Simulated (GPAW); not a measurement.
Set up this calculation in GPAW 26.7.0, as an ASE script.

* Task: single point
* Functional: LDA
* Potentials or basis: the program's PAW data sets (release 1.2.1) made for this functional
* Cutoff: 500 eV
* Basis: pw
* k mesh: 8 × 8 × 2
* Occupations: fermi-dirac, width 0.05 eV
* Spin: no spin polarisation
* Maxiter: 120
* Convergence: default

The system is MoS2.

```
Mo S
1.0
     3.16100    0.00000    0.00000
    -1.58050    2.73751    0.00000
     0.00000    0.00000   12.29500
Mo S
2 4
Direct
  0.33333 0.66667 0.25000
  0.66667 0.33333 0.75000
  0.33333 0.66667 0.62279
  0.66667 0.33333 0.12279
  0.33333 0.66667 0.87721
  0.66667 0.33333 0.37721
```

One way to write it, as run:

run.py

```python
from ase import Atoms
from ase.dft.bandgap import bandgap
from ase.io import write
from ase.units import GPa
from gpaw import GPAW, PW

atoms = Atoms(['Mo', 'Mo', 'S', 'S', 'S', 'S'],
              cell=[[3.1609999994, 0.0, 0.0],
                    [-1.5804999997, 2.7375063009, 0.0],
                    [0.0, 0.0, 12.295]],
              scaled_positions=[[0.33333333, 0.66666667, 0.25],
                                [0.6666666633, 0.3333333367, 0.75],
                                [0.33333333, 0.66666667, 0.62278662],
                                [0.6666666633, 0.3333333367, 0.12278662],
                                [0.33333333, 0.66666667, 0.87721338],
                                [0.6666666633, 0.3333333367, 0.37721338]],
              pbc=True)

calc = GPAW(mode=PW(500),
            xc='LDA',
            kpts={'size': (8, 8, 2), 'gamma': True},
            occupations={'name': 'fermi-dirac', 'width': 0.05},
            nbands=46,
            maxiter=120,
            txt='gpaw.txt')
atoms.calc = calc
energy = atoms.get_potential_energy()
forces = atoms.get_forces()
stress = atoms.get_stress()
calc.write('gs.gpw')
write('result.traj', atoms)
print(f'Energy: {energy:.6f} eV')
print('Forces (eV/A):')
print(forces.round(4))
print('Stress (GPa):', (stress / GPa).round(3))
print('Fermi level:', round(calc.get_fermi_level(), 4), 'eV')
print(f'Gap: {bandgap(calc)[0]:.4f} eV, direct: {bandgap(calc, direct=True)[0]:.4f} eV')
```

Potentials or basis: the program's PAW data sets (release 1.2.1) made for this functional, pw.

Run with:

```sh
$ OMP_NUM_THREADS=1 python run.py
```

Results of the run:

The pressure is -5.4 GPa, the largest force is 0.463 eV/Å and the band gap on the k mesh is 0.90 eV, indirect (least direct gap 1.93 eV).

Caveat: the cutoff is short for stress and forces, so pressures can be off by a GPa or more.

Wall time 36 s on 1 thread of AMD EPYC 7R13 Processor (Zen 3), on a shared host, peak memory 0.22 GiB.
